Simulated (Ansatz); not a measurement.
# Sr: response to strain

Sr is deformed so: equal xx and yy strain of -2 %. What stress and forces result, by LAPW, PAW and all-electron datasets made for the crystal?

Computed with Ansatz 0.2.0 (DFT LDA, scalar-relativistic, unless a step's input says otherwise).

### Step 1. The system as given

The structure is hexagonal, space group P6_3/mmc (No. 194). Conventional cell: a = 4.310 Å, b = 4.310 Å, c = 7.050 Å, α = 90.00°, β = 90.00°, γ = 120.00°. Around Sr (site symmetry -6m2) lie 12 Sr at 4.31 Å.

Structure file:

```xyz
2
Lattice="4.3100 0.0000 0.0000 -2.1550 3.7326 0.0000 0.0000 0.0000 7.0500" Properties=species:S:1:pos:R:3 pbc="T T T"
Sr    0.0000    2.4884    1.7625
Sr    2.1550    1.2442    5.2875
```

Atoms are numbered in the order of the input: Sr1, Sr2.

### Step 2. After the deformation

Space group P6_3/mmc before, P6_3/mmc after.

### Step 3. LAPW, all electrons

Contents of input.yaml:

```yaml
crystal:
  lattice:
    - [4.2238002163, 0.0, 0.0]
    - [-2.1119001082, 3.6579182878, 0.0]
    - [0.0, 0.0, 7.05]
  atoms:
    - { symbol: Sr, position: [0.3333333333, 0.6666666667, 0.25] }
    - { symbol: Sr, position: [0.6666666667, 0.3333333333, 0.75] }
kpoints:
  mp_grid: { grid: [10, 10, 5] }
  band_path:
    path:
      - [0.0, 0.0, 0.0]
      - [0.5, 0.0, 0.0]
      - [0.3333333333, 0.3333333333, 0.0]
      - [0.0, 0.0, 0.0]
      - [0.0, 0.0, 0.5]
      - [0.5, 0.0, 0.5]
      - [0.3333333333, 0.3333333333, 0.5]
      - [0.0, 0.0, 0.5]
      - [0.5, 0.0, 0.5]
    npoints: 5
scf:
  occupations: { method: fermi_dirac, width: 0.08 }
hamiltonian:
  xc: lda
  pseudopotentials: { kind: all_electron, lapw: { basis_error: 0.001 } }
output:
  forces: true
  stress: true
  eigenvalues: true
```

Run with:

```console
ansatz run input.yaml --threads 1 --pin off --max-ram 3072MiB --backend cpu --events-out ev --progress --plain --runs-dir out
```

### Step 4. Frozen-core PAW

Contents of input.yaml:

```yaml
crystal:
  lattice:
    - [4.2238002163, 0.0, 0.0]
    - [-2.1119001082, 3.6579182878, 0.0]
    - [0.0, 0.0, 7.05]
  atoms:
    - { symbol: Sr, position: [0.3333333333, 0.6666666667, 0.25] }
    - { symbol: Sr, position: [0.6666666667, 0.3333333333, 0.75] }
kpoints:
  mp_grid: { grid: [10, 10, 5] }
scf:
  occupations: { method: fermi_dirac, width: 0.08 }
hamiltonian:
  xc: lda
  pseudopotentials: { kind: paw }
output:
  forces: true
  stress: true
  eigenvalues: true
  efg: { contact_densities: true }
```

### Step 5. Datasets made for this crystal

Edit input.yaml of step 4 so:

```diff
@@ -14,3 +14,3 @@
   xc: lda
-  pseudopotentials: { kind: paw }
+  pseudopotentials: { kind: all_electron, datasets: crystal }
 output:
```

(Steps that only read results are left out.)

Before running it: what results should come out? Wanted: pressure; largest shear or deviatoric stress.

The runs gave:

```
                                 quantity                                              value
                                 pressure  LAPW -1.21, PAW -1.21, crystal datasets -1.21 GPa
largest shear or deviatoric stress (LAPW)                                           0.21 GPa
```

What this shows: The largest part of the stress beyond the pressure is 0.21 GPa in size, in the zz component; the atoms are carried along and not relaxed. No run of the undeformed cell stands beside it, so the pressure holds what the given cell had before the change. PAW: stress within 0.01 GPa of LAPW. Crystal datasets: stress within 0.01 GPa of LAPW.
